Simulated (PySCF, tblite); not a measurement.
**C5H7NO3Si: geometry, infrared bands and NMR shifts**

Wanted: the infrared bands and NMR shifts of C5H7NO3Si (`C/C=C(/C#N)O[SiH2]OC=O`), by calculation.

Programs: tblite 0.8.0 and PySCF 2.14.0, with density-fitted response routines of our own. Each step states its level of theory. These are calculated values for one molecule in the gas phase, unless marked as measured. Atoms count from 0, in the outputs and in this text.

### Step 1. The molecule as given

17 atoms, charge 0, multiplicity 1; geometry from: force field or distance geometry start.

Bonds of the start (Å): C0–C1 1.48, C1–C2 1.36, C2–C3 1.42, C3–N4 1.17, C2–O5 1.39, O5–Si6 1.67, Si6–O7 1.65, O7–C8 1.35, C8–O9 1.22, C0–H10 1.09, C0–H11 1.10, C0–H12 1.09, C1–H13 1.09, Si6–H14 1.49, Si6–H15 1.50, C8–H16 1.10.

### Step 2. Geometry optimisation with GFN2-xTB

The job: settings as JSON, then the geometry in Å.

```
{"job": {"kind": "relax", "xc": "GFN2-xTB", "basis": "xTB"}, "charge": 0, "multiplicity": 1}
C     -3.145000     0.282200     0.248400
C     -2.152200    -0.812300     0.339700
C     -0.801700    -0.663300     0.389600
C      0.018100    -1.823100     0.467900
N      0.696800    -2.771400     0.550600
O     -0.287100     0.628200     0.316700
Si     1.337700     0.992300     0.450400
O      2.197300     0.254100    -0.749200
C      3.537400     0.342400    -0.851700
O      4.282000     0.983000    -0.131600
H     -2.701900     1.277000     0.205200
H     -3.824600     0.252500     1.117900
H     -3.763900     0.153000    -0.642700
H     -2.564600    -1.821300     0.392400
H      1.487900     2.468100     0.351000
H      1.804900     0.521900     1.791100
H      3.871800    -0.251300    -1.709600
```

Run with:

```bash
$ OMP_NUM_THREADS=1 python probes_run.py task.json out
```

One launch serves the whole session: the jobs run in the order shown.

**Question.** This job is followed by: GFN2-xTB harmonic vibrations, gas phase; GIAO PBE0/pcSseg-1 NMR shielding, non-relativistic, gas phase. What will the session give for the following? strongest single infrared mode (GFN2-xTB); zero-point energy (GFN2-xTB); 13C shifts against TMS (PBE0/pcSseg-1); 1H shifts against TMS (PBE0/pcSseg-1, means over atoms taken as alike); 15N shifts against NH3 (PBE0/pcSseg-1); 17O shifts against H2O (PBE0/pcSseg-1); 29Si shifts against TMS (PBE0/pcSseg-1); surface potential, 1st and 99th percentile.

**Answer**, as computed:

| quantity | value |
| --- | --- |
| strongest single infrared mode (GFN2-xTB) | 1195 cm⁻¹, 614 km/mol |
| zero-point energy (GFN2-xTB) | 70.3 kcal/mol |
| 13C shifts against TMS (PBE0/pcSseg-1) | 163.9, 137.9, 129.9, 120.5, 14.9 ppm |
| 1H shifts against TMS (PBE0/pcSseg-1, means over atoms taken as alike) | 8.01, 6.16, 5.35, 2.09 ppm |
| 15N shifts against NH3 (PBE0/pcSseg-1) | 319.3 ppm |
| 17O shifts against H2O (PBE0/pcSseg-1) | 470.3, 218.6, 108.6 ppm |
| 29Si shifts against TMS (PBE0/pcSseg-1) | -31.2 ppm |
| surface potential, 1st and 99th percentile | -1.53 V and 1.35 V |

The optimisation took 78 steps and gained 0.326 eV; among the close pairs (by a distance rule), O5–Si6 changed most, from 1.670 to 1.618 Å. All 45 modes are real, so the xTB geometry is a minimum. The strongest single mode, at 1195 cm⁻¹, moves mainly O7 and C8. GFN2-xTB is a fitted tight-binding method: band positions and strengths are rough. Its intensities can rank the bands wrongly. At PBE0/pcSseg-1: The largest span, 643 ppm, is at O9, where the paramagnetic term is -535 ppm. At PBE0/pcSseg-1, counted by nearest atom on the grid, the HOMO lies on C1 30 %; C2 23 %, the LUMO on C1 30 %; C2 19 %.
